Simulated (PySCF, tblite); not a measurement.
# C2H7F3OSi2: geometry, infrared bands and NMR shifts

What infrared bands and NMR shifts should C2H7F3OSi2 (`CO[SiH2][SiH2]C(F)(F)F`) show?

Programs: tblite 0.8.0 and PySCF 2.14.0, with density-fitted response routines of our own. Each step states its level of theory. These are calculated values for one molecule in the gas phase, unless marked as measured. Atoms are numbered from 0 throughout.

### Step 1. The molecule as given

15 atoms, charge 0, multiplicity 1; geometry from: force field or distance geometry start.

Bonds of the start (Å): C0–O1 1.41, O1–Si2 1.68, Si2–Si3 2.29, Si3–C4 1.82, C4–F5 1.36, C4–F6 1.36, C4–F7 1.35, C0–H8 1.10, C0–H9 1.10, C0–H10 1.10, Si2–H11 1.49, Si2–H12 1.49, Si3–H13 1.49, Si3–H14 1.51.

### Step 2. Geometry optimisation with GFN2-xTB

What the job is given:

```
{"job": {"kind": "relax", "xc": "GFN2-xTB", "basis": "xTB"}, "charge": 0, "multiplicity": 1}
C     -3.048100     0.173200     0.527200
O     -1.782500     0.731900     0.244000
Si    -0.452100    -0.300800     0.237000
Si     1.468700     0.859900    -0.241200
C      2.750300    -0.429500    -0.198400
F      2.524700    -1.396500    -1.132700
F      3.981300     0.088900    -0.470400
F      2.841500    -1.040500     1.003700
H     -3.084400    -0.276600     1.528300
H     -3.794300     0.986800     0.504000
H     -3.344400    -0.564400    -0.231500
H     -0.719200    -1.349500    -0.784300
H     -0.384000    -0.958700     1.569900
H      1.354900     1.544400    -1.558700
H      1.683300     1.939300     0.787000
```

Launch:

```
$ OMP_NUM_THREADS=1 python probes_run.py task.json out
```

This one command runs all jobs of the session in turn.

**Question.** This job is followed by: GFN2-xTB harmonic vibrations, gas phase; GIAO PBE0/pcSseg-1 NMR shielding, non-relativistic, gas phase. Predict these results of the whole session: strongest single infrared mode (GFN2-xTB); zero-point energy (GFN2-xTB); ¹³C shifts against TMS (PBE0/pcSseg-1); ¹H shifts against TMS (PBE0/pcSseg-1, means over atoms taken as alike); ¹⁷O shifts against H2O (PBE0/pcSseg-1); ²⁹Si shifts against TMS (PBE0/pcSseg-1); ¹⁹F shifts against CFCl3 (PBE0/pcSseg-1, means over atoms taken as alike).

As calculated:

| quantity | value |
| --- | --- |
| strongest single infrared mode (GFN2-xTB) | 674 cm⁻¹, 537 km/mol |
| zero-point energy (GFN2-xTB) | 54.4 kcal/mol |
| ¹³C shifts against TMS (PBE0/pcSseg-1) | 141.8, 56.2 ppm |
| ¹H shifts against TMS (PBE0/pcSseg-1, means over atoms taken as alike) | 5.46, 4.18, 3.69 ppm |
| ¹⁷O shifts against H2O (PBE0/pcSseg-1) | -15.3 ppm |
| ²⁹Si shifts against TMS (PBE0/pcSseg-1) | -21.4, -76.7 ppm |
| ¹⁹F shifts against CFCl3 (PBE0/pcSseg-1, means over atoms taken as alike) | -64.1 ppm |

What this shows: Over 62 steps the energy fell by 0.543 eV; of the close pairs, Si3–C4 changed most, 1.818 to 1.944 Å. All 39 modes are real, so the xTB geometry is a minimum. The strongest single mode, at 674 cm⁻¹, is spread over many atoms; the largest shares are those of H13, H14. Unscaled tight-binding wavenumbers are off by several per cent, some by more. Its intensities can rank the bands wrongly. At PBE0/pcSseg-1: Shielding is most anisotropic at F5, F6, F7 (span 189 ppm, paramagnetic term -239 ppm).
